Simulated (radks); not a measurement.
# Nuclear size and the levels of Os

One table from this session's results is given with a row withheld; the runs are named, their logs left out.

The numbers are computed with radks (a radial shooting solver on a logarithmic mesh, Libxc functionals) version 1 (Dirac Kohn-Sham, BLYP, spin-unpolarised, spherical densities, finite nucleus; open shells are shared between the two j in proportion to 2j + 1), except any that are marked as measured or tabulated.

## The atom as given

- element: osmium (Z = 76)
- charge: 0
- electrons: 76
- configuration: [Xe] 4f14 5d6 6s2
- nuclear rms radius: 5.4126 fm

The outer shells:

Os
```
[Xe] core
4f [↑↓][↑↓][↑↓][↑↓][↑↓][↑↓][↑↓]
5d [↑↓][↑ ][↑ ][↑ ][↑ ]
6s [↑↓]
```

Set-up of the first run:

Input:

```text
Z 76
configuration [Xe] 4f14 5d6 6s2 6p0 7s0
relativity Dirac
functional b88,lyp
spin unpolarised
j_filling average
nucleus finite rms 5.4126 fm
c 137.035999084
```

Among the steps run: rms radius 5.4126 fm.

One of the session's tables, all rows but one given; the rest of the session is left out.

It belongs to the step «rms radius 5.4126 fm». Radial moments (bohr):

| level | <r> | outermost maximum (interpolated) | 90 % within | nodes |
| --- | --- | --- | --- | --- |
| 4f5/2 | 0.5526 | 0.403 | 0.902 | 0 |
| 4f7/2 | 0.5608 | 0.408 | 0.916 | 0 |
| 5p3/2 | 1.201 | 1.06 | 1.75 | 3 |
| 5d3/2 | 1.773 | 1.33 | 2.81 | 2 |
| 6s1/2 | 2.994 | 2.48 | 4.48 | 5 |
| 5d5/2 | ? | ? | ? | ? |
| 6p1/2 | 4.315 | 3.28 | 6.77 | 4 |
| 6p3/2 | 4.992 | 3.76 | 7.89 | 4 |

Q: Estimate the row for 5d5/2 from the others.

The run gave: <r>: 1.859; outermost maximum (interpolated): 1.38; 90 % within: 2.97; nodes: 2. In the column «<r>» it lies between 5d3/2 (1.773) and 6s1/2 (2.994).
